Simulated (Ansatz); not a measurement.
# MnS, space group Fm-3m: a check of PAW against all-electron LAPW

Program: Ansatz 0.2.0 through its Python package.

Typed at the interpreter:
```pycon
>>> import ansatz
>>> import numpy as np
>>> FUNCTIONAL = "pbesol"
>>> OCCUPATIONS = "Marzari-Vanderbilt"
>>> SCF_TOL = 1e-08
>>> def count_gap(report):
...     # lowest empty less highest filled band, counting bands; zero where they overlap
...     return max(report.get("gap_by_band_count_ev") or 0.0, 0.0)
...
>>> system = (
...     ansatz.Lattice.of([0.0, 2.6045, 2.6045], [2.6045, 0.0, 2.6045], [2.6045, 2.6045, 0.0])
...     .atom("Mn", [0.0, 0.0, 0.0])
...     .atom("S", [0.5, 0.5, 0.5])
...     .moments(Mn=4)
... )
>>> [site.symbol for site in system.resolved().sites]
['Mn', 'S']
>>> setup = system.calculation()
>>> setup = setup.functional(FUNCTIONAL).occupations(OCCUPATIONS, width=100 * ansatz.meV)
>>> setup = setup.spin("collinear")
>>> setup = setup.kpoints(8)
>>> setup = setup.scf(tolerance=SCF_TOL)
>>> setup = setup.stress().forces()
>>> setup = setup.band_table()
>>> variants = {
...     "PAW": setup.pseudopotentials("paw"),
...     "LAPW": setup.pseudopotentials("all_electron", lapw=True),
... }
>>> rows = []
>>> for label, variant in variants.items():
...     summary = variant.run(threads=1, pin="off").report
...     levels = np.array(summary["eigenvalues_ev"][0]) - summary["fermi_energy_ev"]
...     print(label, "levels at the first k-point near E_F:", np.round(levels[np.abs(levels) < 5], 3))
...     rows.append((label, summary["n_electrons"], np.trace(summary["stress_gpa"]) / 3, count_gap(summary), summary["magnetization_mub"]))
...
DeckWarning: basis.ecutwfc = 420 eV, auto-derived from the records' recommended cutoffs: set by Mn (normal level)
DeckWarning: output.stress: scf.convergence.dr2_threshold = 1e-8 eV is looser than the 2e-10 eV advised for a printed stress (1e-10 eV for each atom of the cell: 2). What an SCF threshold leaves in a stress goes as its square root, and in the free energy as the threshold itself, and one threshold admits the most on a small cell: of the crystals measured, under no hybrid functional and no lock of [...]
PAW levels at the first k-point near E_F: [-3.361 -3.361 -3.361 -3.267 -3.267 -1.892 -1.892 -1.892  1.585]
LAPW levels at the first k-point near E_F: [-3.364 -3.364 -3.364 -3.269 -3.269 -1.894 -1.894 -1.894  1.586]
>>> print("     treatment  electrons in bands           P GPa  gap by band count eV      moment muB")
     treatment  electrons in bands           P GPa  gap by band count eV      moment muB
>>> for row in rows:
...     print(f"{str(row[0]):>14s}  {row[1]:18.1f}  {row[2]:14.3f}  {row[3]:20.3f}  {row[4]:14.3f}")
...
           PAW                21.0          -7.394                 0.000           4.681
          LAPW                29.0          -7.371                 0.000           4.681
```

PAW gives -7.394 GPa and LAPW -7.371 GPa, 0.023 GPa apart. They took 3.2 and 18.6 s of processor time.

Caveats:
- Other magnetic orders than the one started from may lie lower.
- The mesh is modest for a metal, so energies can be off by several to tens of meV an atom and pressures by half a GPa or more; differences at equal mesh fare better.
- A gap by band count of zero or less means overlapping bands, a metal.
- With one magnetic atom the cell can hold only ferromagnetic order.
- Of the deposited cell: the entry's cell lengths or inner coordinates differ somewhat from later room-temperature determinations.
- Without a Hubbard U or exact exchange, semilocal functionals often make such 3d compounds metallic or too weakly gapped.
- At these settings the cell as given stands under about -7 GPa, so it isn't at this functional's equilibrium volume.
- The structure is a deposited one; some such entries were measured under pressure or heat, so a shift against it needn't be the functional's error alone.
- Levels are Kohn-Sham eigenvalues on this mesh.
- Warnings are shown shortened and without file and line.
- Pressure is positive in compression; the treatments may keep other shells as core, so totals and counts of electrons can differ.
- Wall time of the script: 23 s on 1 thread of Arm Neoverse V1, with other jobs on the host, peak memory 0.52 GiB.

(Lines on the test bed's own set-up are left out of the output.)
